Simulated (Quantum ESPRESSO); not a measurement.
Crystal: GaF.

```
CELL_PARAMETERS angstrom
0.00000 2.84624 2.84624
2.84624 0.00000 2.84624
2.84624 2.84624 0.00000
ATOMIC_POSITIONS crystal
Ga 0.25000 0.25000 0.25000
F 0.00000 0.00000 0.00000
```

The cell was built by a generator and needn't be a form met in nature.

| Item | Value |
| --- | --- |
| Program | Quantum ESPRESSO 7.5 |
| Task | phonons |
| Functional | rev-vdW-DF2 |
| Potentials or basis | JTH 2.0 PBE |
| Cutoff | 707 eV |
| Density cutoff | 4245 eV |
| k mesh | 6 × 6 × 6, shifted |
| Occupations | fermi-dirac, width 0.05 eV |
| Spin | no spin polarisation |
| Mixing beta | 0.5 |
| Most SCF iterations | 120 |
| SCF threshold | 4e-10 Ry |

The cell and the atoms were relaxed first, to 22.12 Å³/atom (a = 3.970 Å, b = 3.970 Å, c = 3.970 Å, α = 60.00°, β = 60.00°, γ = 60.00°), and the response was taken there.

The first run showed a gap, so the response started from a second, tighter run with fixed occupations.

The run gives a transverse optical frequency of 80 cm⁻¹, an electronic dielectric constant of 4.05 and Born charges of ±1.50 e.

**Question.** What are the longitudinal frequency and the static dielectric constant?

**Answer.** The longitudinal mode lies at 218 cm⁻¹, 138 cm⁻¹ over the transverse one, and the static constant is 30.23. The two agree with the Lyddane-Sachs-Teller relation: (218/80)² = 7.43 and 30.23/4.05 = 7.46.

Caveat: the potentials were made for another functional, which shifts forces and pressure.
